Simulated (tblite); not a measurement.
# BrH3NO: the cost of one run

Programs: tblite 0.8.0 and PySCF 2.14.0. All values are calculated, for the isolated system unless a continuum is named. Atoms count from 0, parts from 1.

### Step 1. The system as given

6 atoms, charge -1, multiplicity 1; geometry: rigid parts in contact. Parts: 1 = atoms 0–4, `NO`, charge 0; 2 = atom 5, `[Br-]`, charge -1.

### Step 2. Docking the parts with GFN2-xTB

The job: settings as JSON, then the geometry in Å.

```
{"job": {"kind": "dock", "xc": "GFN2-xTB", "basis": "xTB"}, "charge": -1, "multiplicity": 1, "parts": [{"atoms": "0-4", "charge": 0, "multiplicity": 1}, {"atoms": "5-5", "charge": -1, "multiplicity": 1}]}
O      0.806509    -0.066037     0.435728
N     -0.427864     0.040408    -0.281497
H      1.494657    -0.023119    -0.241261
H     -0.912075     0.841723     0.122316
H     -0.961227    -0.792975    -0.035286
Br    -3.194871     1.358637    -0.494547
```

With the program's defaults for keys left out, this is: GFN2-xTB search for minima from random contacts, gas phase.

Command:

```bash
OMP_NUM_THREADS=1 python cluster_run.py task.json out
```

The driver reads the jobs from task.json and runs them one after another.

**Question.** How long does this first job take on 1 thread of Arm Neoverse N1, shared host?

About 5.5 s.
